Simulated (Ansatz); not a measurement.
# C2H6F3GeN: ionisation energy by level of theory

How much energy removes an electron from C2H6F3GeN at fixed geometry? The cation is run at each level and the neutral's energy taken from earlier runs.

Method: unrestricted cation, the program's frozen cores in correlated methods; program: Ansatz 0.2.0, Gaussian basis.

Plan: UKS PBE-D4/def2-TZVPP; UKS r2SCAN-D4/def2-TZVPP; UKS PBE0-D4/def2-TZVPP; UKS B3LYP-D4/def2-TZVPP; UKS wB97X-V/def2-TZVPP; UKS wB97M-V/def2-TZVPP; UKS B2PLYP/def2-TZVPP; UHF-CCSD(T)/def2-TZVPP; UHF-MP2/def2-QZVPP; extrapolation to the limit; then −ε(HOMO) from the neutral's earlier runs with LDA (SPW92), PBE-D4, revPBE-D4, BLYP-D4, r2SCAN-D4, B97M-V, PBE0-D4, B3LYP-D4, r2SCANh-D4, r2SCAN0-D4, HSE06-D4, BHLYP-D4, CAM-B3LYP-D4, LC-ωPBE, ωB97X-V, ωB97M-V.

## (1) The geometry

All runs share one geometry, relaxed beforehand with PBE0-D4 in a triple-zeta def2 set.

SMILES `C[N](C)[Ge]([F])([F])[F]`, 13 atoms, charge 0, spin multiplicity 1.

Atoms are counted from 1 here; the program's logs count them from 0.

Bond lengths: C1–N2 1.448 Å, C1–H8 1.098 Å, C1–H9 1.095 Å, C1–H10 1.091 Å, N2–C3 1.448 Å, N2–Ge4 1.777 Å, C3–H11 1.095 Å, C3–H12 1.091 Å, C3–H13 1.098 Å, Ge4–F5 1.708 Å, Ge4–F6 1.708 Å, Ge4–F7 1.715 Å. Angles: N2–C1–H8 112.4°, N2–C1–H9 109.5°, N2–C1–H10 110.7°, H8–C1–H9 108.1°, H8–C1–H10 108.5°, H9–C1–H10 107.6°, C1–N2–C3 115.2°, C1–N2–Ge4 120.2°, C3–N2–Ge4 120.1°, N2–C3–H11 109.5°, N2–C3–H12 110.7°, N2–C3–H13 112.4°, H11–C3–H12 107.6°, H11–C3–H13 108.1°, H12–C3–H13 108.5°, N2–Ge4–F5 110.3°, N2–Ge4–F6 110.3°, N2–Ge4–F7 117.7° and more.

## (2) Cation, UKS PBE-D4/def2-TZVPP

in.yaml

```yaml
crystal:
  periodic: [false, false, false]
  atoms:
    - {symbol: C, position_ang: [-0.812792, -0.212958, 1.257136]}
    - {symbol: N, position_ang: [0.153164, -0.021181, 0.196044]}
    - {symbol: C, position_ang: [0.904688, -1.202236, -0.172855]}
    - {symbol: Ge, position_ang: [-0.050852, 1.305950, -0.967190]}
    - {symbol: F, position_ang: [1.416437, 1.603454, -1.789875]}
    - {symbol: F, position_ang: [-0.541326, 2.730025, -0.161149]}
    - {symbol: F, position_ang: [-1.208542, 1.099298, -2.215937]}
    - {symbol: H, position_ang: [-1.576980, -0.956975, 0.996860]}
    - {symbol: H, position_ang: [-0.298983, -0.555783, 2.161662]}
    - {symbol: H, position_ang: [-1.312538, 0.726826, 1.497063]}
    - {symbol: H, position_ang: [1.459797, -1.568886, 0.697270]}
    - {symbol: H, position_ang: [1.630469, -0.968344, -0.953270]}
    - {symbol: H, position_ang: [0.257956, -2.013890, -0.530961]}
basis:
  gaussian: {orbitals: def2-TZVPP}
total_charge: 1
magnetization: {spin_polarized: true, initial_magnetization: 1}
hamiltonian: {xc: pbe, dispersion: d4}
```

Started as:

```console
$ ansatz run in.yaml --threads 2 --pin off --events-out ev --progress --plain --max-ram 32768MiB --backend cuda --devices 0, --max-vram 18GiB
```

After this run come: Cation, UKS r2SCAN-D4/def2-TZVPP; Cation, UKS PBE0-D4/def2-TZVPP; Cation, UKS B3LYP-D4/def2-TZVPP; Cation, UKS wB97X-V/def2-TZVPP; Cation, UKS wB97M-V/def2-TZVPP; Cation, UKS B2PLYP (frozen core)/def2-TZVPP; Cation, UHF-CCSD(T)/def2-TZVPP; Cation, UHF-MP2/def2-QZVPP.

Before running them: what should the planned runs give, taken together? Wanted: ionisation energy, CCSD(T)/CBS; nearest functional by difference; nearest −ε(HOMO); −ε(HOMO) of PBE; T1 of the cation.

As calculated:

| quantity | value |
| --- | --- |
| ionisation energy, CCSD(T)/CBS | 9.83 eV |
| nearest functional by difference | ωB97M-V (-0.23 eV) |
| nearest −ε(HOMO) | ωB97X-V (+0.02 eV) |
| −ε(HOMO) of PBE | 6.02 eV |
| T1 of the cation | 0.016 |

What this shows: By cation minus neutral, the functionals miss by 0.52 eV at most. −ε(HOMO) of PBE misses by 3.8 eV, since self-interaction lifts the level. Among orbital estimates ωB97X-V comes nearest. Hartree-Fock falls 1.28 eV short, as the neutral has more correlation energy than the cation. Correlated methods include outer-core shells of Ge, which these sets cover unevenly. With outer-core shells in play the reference is unsure by up to some tenths of an eV, so close misses can't be ranked.
